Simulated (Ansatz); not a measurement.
# LiBr (SMILES [Li][Br]): one structure at several levels

An exercise on one series of results from a longer session: the logs are not shown, and one member is left open.

The runs use Ansatz 0.2.0, Gaussian basis; single points in def2-TZVPP.

Cores are frozen in the correlated methods. Filled d shells of the heavier atoms are correlated. The outer core shell of Li, Na, Mg and K is correlated.

**The system as given**

SMILES `[Li][Br]`, 2 atoms, charge 0, spin multiplicity 1.

Atoms are counted from 1 here; the program's logs count them from 0.

Bond lengths: Li1–Br2 2.121 Å.

As a file:

```
Li   -0.89070    0.28750   -0.44820
Br    0.92220   -0.33230    0.46270
```

The first run:

run/in.yaml

```yaml
crystal:
  periodic: [false, false, false]
  atoms:
    - {symbol: Li, position_ang: [-0.890700, 0.287500, -0.448200]}
    - {symbol: Br, position_ang: [0.922200, -0.332300, 0.462700]}
basis:
  gaussian: {orbitals: def2-TZVPP}
correlation: {method: ccsd_t}
output: {forces: true}
```

The command line of these runs was not kept.

Steps of the session up to this table: CCSD(T)/def2-TZVPP; PBE0-D4/def2-TZVPP; wB97M-V/def2-TZVPP; r2SCAN-D4/def2-TZVPP; PBE-D4/def2-TZVPP; BHLYP-D4/def2-TZVPP; r2SCAN0-D4/def2-TZVPP.

One table of the session follows, with a row left open; its other results are not shown here.

```
    method  RMS force component (eV/Å)  dipole (D)
   CCSD(T)                       0.332        7.07
   PBE0-D4                       0.256        6.92
   wB97M-V                           ?           ?
 r2SCAN-D4                       0.315        6.99
    PBE-D4                       0.284        6.72
  BHLYP-D4                       0.236        7.01
r2SCAN0-D4                       0.287        7.07
```

**Question.** Estimate the row for wB97M-V.

As computed: RMS force component (eV/Å): 0.280; dipole (D): 6.95. In the column «RMS force component (eV/Å)» it lies between PBE0-D4 (0.256) and PBE-D4 (0.284).
